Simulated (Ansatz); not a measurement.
# MnPt2 under changes of volume

One of the cells (15.408 Å³/atom); the others are scaled copies at fixed shape and fractional positions:

```
Pt Mn
1.0
     2.85840    0.00000    0.00000
    -1.42920    2.47545    0.00000
     0.00000    0.00000    6.53250
Pt Mn
2 1
Direct
  0.66667 0.33333 0.31621
  0.33333 0.66667 0.68379
  0.00000 0.00000 0.00000
```

The cell comes from a database or a generator and needn't be the stable form of this composition.

```yaml
Program: Ansatz 0.2.0
Functional: PBEsol
Potentials_or_basis: all-electron LAPW, scalar-relativistic
Cutoff: 282 eV (chosen from the basis error)
Basis_error_allowed: 0.001 eV/atom
k_mesh: 11 × 11 × 4
Occupations: fermi-dirac, width 0.05 eV
Spin: collinear spin, ferromagnetic start
Starting_moments: "[0.0, 0.0, 4.0] μB"
```

| volume (Å³/atom) | energy over the lowest point (meV/atom) | pressure (GPa) | moment (μB per cell) | largest force (eV/Å) |
| --- | --- | --- | --- | --- |
| 14.483 | 0.00 | 1.7 | 4.15 | 0.144 |
| 14.791 | 0.67 | -2.3 | 4.29 | 0.105 |
| 15.099 | 8.29 | -5.9 | 4.42 | 0.066 |
| 15.408 | 22.39 | -9.2 | 4.51 | 0.027 |
| 15.716 | 42.63 | -12.2 | 4.58 | 0.012 |
| 16.024 | ? | ? | ? | ? |
| 16.332 | 99.27 | -17.3 | 4.67 | 0.088 |

**Question.** What does the run at 16.024 Å³/atom give?

**Answer.** Energy over the lowest point 68.45 meV/atom; pressure -14.9 GPa; moment 4.63 μB per cell; largest force 0.050 eV/Å.

Worked out: A Birch-Murnaghan fit of order 3 (a polynomial in V^(-2/3)) to the other rows has its minimum at 14.61 Å³/atom with B0 = V·E''(V) = 180 GPa (rough, since the energies scatter) at fixed shape and positions, which overstates the stiffness. It gives 68.34 meV/atom at 16.024 Å³/atom, against the run's 68.45, and -dE/dV = -14.8 GPa, against -14.9. A parabola through the other rows of the moment, of slope 0.135 μB per Å³/atom there, gives 4.64 μB, against the run's 4.63.

Energies are extrapolated to zero smearing.
